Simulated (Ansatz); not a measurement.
**CH₇BGe: small, medium and large basis sets**

The task here is to estimate one member of a computed series from the others.

Computed with Ansatz 0.2.0, Gaussian basis. Level: one geometry, several basis sets.

Plan: PBE0-D4/def2-SVP; ωB97M-V/def2-SVP; PBE0-D4/def2-QZVPP; ωB97M-V/def2-QZVPP; the functionals' def2-TZVPP values are taken from earlier runs.

### Structure used throughout

The geometry comes from an earlier relaxation with PBE0-D4 in a triple-zeta def2 set; it is a stationary point, not always the lowest conformer.

SMILES `[BH2][GeH2][CH3]`, 10 atoms, charge 0, spin multiplicity 1.

Atoms are counted from 1 here; the program's logs count them from 0.

Bond lengths: B1–Ge2 2.058 Å, B1–H4 1.196 Å, B1–H5 1.195 Å, Ge2–C3 1.959 Å, Ge2–H6 1.546 Å, Ge2–H7 1.547 Å, C3–H8 1.091 Å, C3–H9 1.090 Å, C3–H10 1.091 Å. Angles: Ge2–B1–H4 122.3°, Ge2–B1–H5 119.9°, H4–B1–H5 117.8°, B1–Ge2–C3 115.1°, B1–Ge2–H6 109.1°, B1–Ge2–H7 108.3°, C3–Ge2–H6 109.2°, C3–Ge2–H7 109.0°, H6–Ge2–H7 105.9°, Ge2–C3–H8 110.2°, Ge2–C3–H9 110.7°, Ge2–C3–H10 110.2°, H8–C3–H9 108.6°, H8–C3–H10 108.4°, H9–C3–H10 108.6°.

Set-up of the first run:

in.yaml reads:

```yaml
crystal:
  periodic: [false, false, false]
  atoms:
    - {symbol: B, position_ang: [-1.172889, 0.483702, -1.419514]}
    - {symbol: Ge, position_ang: [0.124739, 0.668445, 0.167543]}
    - {symbol: C, position_ang: [0.776924, -1.023831, 0.906992]}
    - {symbol: H, position_ang: [-1.470189, -0.578369, -1.882000]}
    - {symbol: H, position_ang: [-1.652000, 1.461262, -1.913436]}
    - {symbol: H, position_ang: [-0.562226, 1.481222, 1.289566]}
    - {symbol: H, position_ang: [1.333758, 1.518239, -0.290738]}
    - {symbol: H, position_ang: [-0.058644, -1.623817, 1.270382]}
    - {symbol: H, position_ang: [1.462578, -0.844508, 1.735726]}
    - {symbol: H, position_ang: [1.301151, -1.593444, 0.138279]}
basis:
  gaussian: {orbitals: def2-SVP}
hamiltonian: {xc: pbe0, dispersion: d4}
output: {orbitals: {seedname: orbitals}}
```

Started as:

```console
$ ansatz run in.yaml --threads 2 --pin off --events-out ev --progress --plain --max-ram 4352MiB
```

Among the steps run: PBE0-D4 in def2-SVP; ωB97M-V in def2-SVP; PBE0-D4 in def2-QZVPP; ωB97M-V in def2-QZVPP.

One of the session's tables, all rows but one given; the rest of the session is left out.

It belongs to the step «Functionals by basis». 

| functional | basis | HOMO (eV) | LUMO (eV) |
| --- | --- | --- | --- |
| PBE0-D4 | def2-SVP | ? | ? |
| PBE0-D4 | def2-TZVPP | -8.03 | -2.29 |
| PBE0-D4 | def2-QZVPP | -8.03 | -2.30 |
| ωB97M-V | def2-SVP | -10.14 | -0.17 |
| ωB97M-V | def2-TZVPP | -10.19 | -0.34 |
| ωB97M-V | def2-QZVPP | -10.19 | -0.39 |

Estimate the missing values for PBE0-D4, def2-SVP.

The run gave: HOMO (eV): -8.01; LUMO (eV): -2.23. In the column «HOMO (eV)» it is the highest.
